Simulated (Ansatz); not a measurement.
# GdO (F-43m) in Ansatz: further runs, part 2 of 2

Ansatz 0.2.0.

**4. Band structure, PBE+U, collinear spin, ferromagnetic start**

File input.yaml:

```yaml
crystal:
  lattice:
    - [0.0, 2.7, 2.7]
    - [2.7, 0.0, 2.7]
    - [2.7, 2.7, 0.0]
  atoms:
    - { symbol: Gd, position: [0.0, 0.0, 0.0], spin: 7.0 }
    - { symbol: O, position: [0.75, 0.75, 0.75] }
hamiltonian:
  xc: pbe
  pseudopotentials: { kind: paw }
  hubbard: { sites: [{ species: Gd, l: f, u_eff: 8.0 }] }
magnetization:
  spin_polarized: true
kpoints:
  mp_grid: { grid: [9, 9, 9] }
  band_path:
    path:
      - [[0.0, 0.0, 0.0], [0.5, 0.0, 0.5], [0.5, 0.25, 0.75], [0.375, 0.375, 0.75], [0.0, 0.0, 0.0], [0.5, 0.5, 0.5], [0.625, 0.25, 0.625], [0.5, 0.25, 0.75], [0.5, 0.5, 0.5], [0.375, 0.375, 0.75]]
      - [[0.625, 0.25, 0.625], [0.5, 0.0, 0.5]]
    npoints: 14
scf:
  occupations: { method: fermi_dirac, width: 0.05 }
  n_extra_bands: 6
output:
  forces: true
  stress: true
  eigenvalues: true
  fatbands: false
  write_density: true
  write_potential: true
  elf: true
  volumetric_format: npy
```

Potentials or basis: Ansatz PAW.

Run with:

```bash
$ ansatz run input.yaml --threads 2 --pin off --max-ram 5632MiB --backend cpu --events-out ev --progress --plain --runs-dir out
```

What it wrote:

```text
Warning: the band count 18 (scf.n_extra_bands) hosts the net moment |M| = 7.0000 μB (N_el = 24) but caps the reachable moment at 2·n_bands − N_el = 12.0000 μB, below the 20 bands that the automatic rule leaves for it — a moment growing past the seed, or the majority channel's smearing tail, pins there with fewer empty majority states than that count leaves; raise or omit scf.n_extra_bands unless the cap is intended
Warning: RAYON_NUM_THREADS=2 ignored (pool sized by the plan → 2); use --threads N
Gd: projections on atomic orbitals take those of the free atom [Kr 4d10] 4f7 5s2 5p6 5d1 6s2, of charge +0.00 (hamiltonian.pseudopotentials.projection_atoms); the dataset's partial waves leave at most 2.5e-4 of an orbital's norm unspanned inside its sphere
O: projections on atomic orbitals take those of the free atom [He] 2s2 2p4, of charge +0.00 (hamiltonian.pseudopotentials.projection_atoms); the dataset's partial waves leave at most 1.9e-8 of an orbital's norm unspanned inside its sphere
scf.n_extra_bands = 6 over 12 filled bands (N_el = 24.0): the run solves 18 bands
Engine: ansatz 0.2.0, aarch64-unknown-linux-gnu
Pseudopotentials: kind: paw
Pseudopotential: Gd, paw, valence charge 18, recommended cutoff 420 eV (normal), Gd.paw.azcp
Pseudopotential: O, paw, valence charge 6, recommended cutoff 420 eV (normal), O.paw.azcp
Functional definition: PBE
  parameter kappa = 0.804
  parameter beta = 0.06672455060314922
  exchange = pbe_x(kappa = kappa, mu = beta*pi^2/3)
  correlation = pbe_c(beta = beta)
Crystal: 2 atoms, lattice volume = 39.366 Å³
Basis set: ecut = 420 eV, 749 PW (Γ), exchange–correlation on 54×54×54 points (8 copies of the dense FFT grid, shifted against one another)
Bands: 18, of which v1, the nominal top of the filled ones, is band 12 counted from 1 (11 counted from 0)
Symmetry: 24 space group operations
Space group: F-43m (ITA 216), of the structure as read, at distance tolerance 3.4e-5 Å
[... 38 lines left out ...]
Fermi energy:    12.539015 eV
--- Per-component energies (eV) ---
  E_band       = -59.594388
  E_kinetic    = 580.456027
  E_local      = -2480.652740  (includes V_loc(G=0)·N_el)
  E_nonlocal   = 332.698831
  E_hartree    = 1011.020464
  E_xc         = -309.149304
  E_vxc        = -349.732269  (∫ρ·V_xc dr)
  E_hubbard    = 0.095743  (on-site DFT+U / exact-exchange correction)
  E_vhub       = -27.873560  (the Hubbard potential's part of the band-sum identity)
  E_paw        = -6605.146678  (= ΣΔE_a)
  E_vpaw       = -136.530719  (= ΣTr[D̂ρ^β])
  E_aug_tail   = 0.002420  (compensation charges beyond the density's cutoff)
  E_ewald      = -2431.631488
  E_smearing   = -0.004916  (= −TS)
  E_closure    = 0.000000  (closes the sum)
  Σ components = -9902.311640   (vs F -9902.311640, Δ=0.00e0)
--- Forces (eV/Å), atoms counted from 1 ---
  atom   1  Gd    -0.00000000     0.00000000    -0.00000000
  atom   2  O      0.00000000    -0.00000000     0.00000000
  max |Σ_I F_I| component: 1.39e-16 eV/Å
--- Stress (GPa, compression-positive) ---
        0.041410      -0.000000      -0.000000
        0.000000       0.041410       0.000000
       -0.000000      -0.000000       0.041410
  P = ⅓ Tr σ = 0.0414 GPa (0.414 kbar)
--- Band table (eV; the first three rows and the last of 70) ---
  k-point 0 ↑: bands = ["-33.5371", "-10.7417", "-10.7417", "-10.7417", "-6.9479", "2.7717", "2.7717", "2.7717", "2.8979", "2.9030", "2.9030", "2.9030", "6.8653", "6.8653", "6.8653", "10.0866", "14.8599", "14.8599"]
  k-point 1 ↑: bands = ["-33.5329", "-10.8587", "-10.7505", "-10.7505", "-6.8388", "2.7710", "2.7786", "2.7786", "2.8925", "2.8925", "2.9033", "2.9051", "6.7345", "6.9256", "6.9256", "10.5792", "14.6500", "14.6500"]
  k-point 2 ↑: bands = ["-33.5222", "-11.1265", "-10.7727", "-10.7727", "-6.5972", "2.7743", "2.7927", "2.7927", "2.8710", "2.8710", "2.9042", "2.9121", "6.6318", "7.0652", "7.0652", "11.6119", "14.4026", "14.4026"]
  k-point 34 ↓: bands = ["-30.2667", "-9.7317", "-8.6711", "-8.5343", "-5.2889", "7.1798", "7.4594", "8.0705", "13.4649", "13.9684", "15.9454", "16.0703", "16.1846", "16.2189", "16.2542", "16.2698", "16.3663", "16.9059"]
Occupation matrices written to <dir>
```

bands.tsv:

```text
# k_distance	band_0_up	band_1_up	band_2_up	band_3_up	band_4_up	band_5_up	band_6_up	band_7_up	band_8_up	band_9_up	band_10_up	band_11_up	band_12_up	band_13_up	band_14_up	band_15_up	band_16_up	band_17_up	band_0_dn	band_1_dn	band_2_dn	band_3_dn	band_4_dn	band_5_dn	band_6_dn	band_7_dn	band_8_dn	band_9_dn	band_10_dn	band_11_dn	band_12_dn	band_13_dn	band_14_dn	band_15_dn	band_16_dn	band_17_dn
[... 161 lines left out ...]
7.469075	-46.027938	-24.188304	-23.470847	-23.470847	-18.532111	-9.734597	-9.726116	-9.726116	-9.715079	-9.678456	-9.678456	-9.644297	-6.264830	-4.528141	-4.528141	-1.105902	0.860353	3.851609	-42.804753	-22.357946	-21.081571	-21.081571	-17.873374	-6.059860	-4.425785	-4.425785	0.890260	1.430141	3.559235	3.606375	3.606375	3.711063	3.711063	3.715624	3.908466	5.140816
```

rho_z.tsv:

```text
# z_ang	rho[e/angstrom^3]	rho_spin[e/angstrom^3]
# format = ansatz-planar-average/11
# lattice	0.000000000	2.700000000	2.700000000
# lattice	2.700000000	0.000000000	2.700000000
# lattice	2.700000000	2.700000000	0.000000000
# sites	2
# site	64	0.000000000	0.000000000	0.000000000
# site	8	4.050000000	4.050000000	4.050000000
0.000000	1.309594e0	7.585934e-1
0.141421	1.239155e0	7.093991e-1
0.282843	1.095857e0	5.783880e-1
0.424264	8.995097e-1	4.119312e-1
0.565685	6.842794e-1	2.592469e-1
0.707107	4.868829e-1	1.500187e-1
[... 19 lines left out ...]
3.535534	1.240084e0	5.714944e-1
3.676955	1.304840e0	7.065724e-1
```

It took 11 s on 2 threads of Arm Neoverse V1, shared host; peak memory 0.4 GiB.

What came out:

| Property | Result |
| --- | --- |
| Free energy | -9902.3116 eV |
| Pressure | 0.0 GPa |
| Band gap on the k mesh | none (metal or under the smearing width) |
| Net moment | 7.93 μB per cell |
| Absolute moment | 7.94 μB per cell |
| Site moments | Gd +7.02; O +0.02 μB |

Levels at the corners of the path, in eV from the Fermi level:
Spin up:
```csv
point,band 13,band 14,band 15,band 16,band 17,band 18
Γ,-5.67,-5.67,-5.67,-2.45,2.32,2.32
X,-6.26,-4.53,-4.53,-1.11,0.86,3.85
W,-5.52,-5.19,-4.52,-1.12,0.55,3.07
K,-5.83,-4.74,-4.73,-1.12,0.98,2.58
Γ,-5.67,-5.67,-5.67,-2.45,2.32,2.32
L,-5.47,-5.26,-5.26,-0.02,2.22,2.22
U,-5.83,-4.74,-4.73,-1.12,0.98,2.58
W,-5.52,-5.19,-4.52,-1.12,0.55,3.07
L,-5.47,-5.26,-5.26,-0.02,2.22,2.22
K,-5.83,-4.74,-4.73,-1.12,0.98,2.58
U,-5.83,-4.74,-4.73,-1.12,0.98,2.58
X,-6.26,-4.53,-4.53,-1.11,0.86,3.85
```
Spin down:
```tsv
point	band 6	band 7	band 8	band 9	band 10	band 11
Γ	-5.53	-5.53	-5.53	-1.07	3.46	3.46
X	-6.06	-4.43	-4.43	0.89	1.43	3.56
W	-5.24	-5.20	-4.43	0.89	1.37	3.44
K	-5.64	-4.64	-4.63	0.75	1.76	3.36
Γ	-5.53	-5.53	-5.53	-1.07	3.46	3.46
L	-5.13	-5.13	-5.11	1.48	3.05	3.05
U	-5.64	-4.64	-4.63	0.75	1.76	3.36
W	-5.24	-5.20	-4.43	0.89	1.37	3.44
L	-5.13	-5.13	-5.11	1.48	3.05	3.05
K	-5.64	-4.64	-4.63	0.75	1.76	3.36
U	-5.64	-4.64	-4.63	0.75	1.76	3.36
X	-6.06	-4.43	-4.43	0.89	1.43	3.56
```

Eigenvalues of the final occupation matrices:
| site | spin | trace | eigenvalues |
| --- | --- | --- | --- |
| site 1 | 1 | 7.00 | 1.00 1.00 1.00 1.00 1.00 1.00 1.00 |
| site 1 | 2 | 0.02 | 0.00 0.00 0.00 0.00 0.00 0.00 0.01 |

Caveat: the magnetic or orbital state may not be the lowest; the pressure holds a Pulay correction of +0.3 GPa for the finite cutoff; spin-orbit coupling is left out, which moves the levels of the heavy elements; a cell with one magnetic atom can't hold antiferromagnetic order, which such compounds often take. The state reached can hang on the start; a lower one may exist.

**5. The runs side by side**

```csv
U,gap on the mesh (eV),pressure (GPa),moment (μB)
Gd f U = 5 eV,none,-0.3,7.92
Gd f U = 6 eV,none,-0.2,7.93
Gd f U = 8 eV,none,0.0,7.93
```

Alike in all rows: task band structure; level PBE+U; potentials or basis Ansatz PAW; spin collinear, ferromagnetic start; cell as given; k mesh 9 × 9 × 9; cutoff (eV) 420; smearing fermi-dirac 0.05 eV.

Every run on the cell as given and a fine mesh finds a metal.

Caveats: the magnetic or orbital state may not be the lowest; spin-orbit coupling is left out, which moves the levels of the heavy elements; a cell with one magnetic atom can't hold antiferromagnetic order, which such compounds often take.

Total energies depend on the potentials used, so only differences within one code and one set of settings carry meaning.
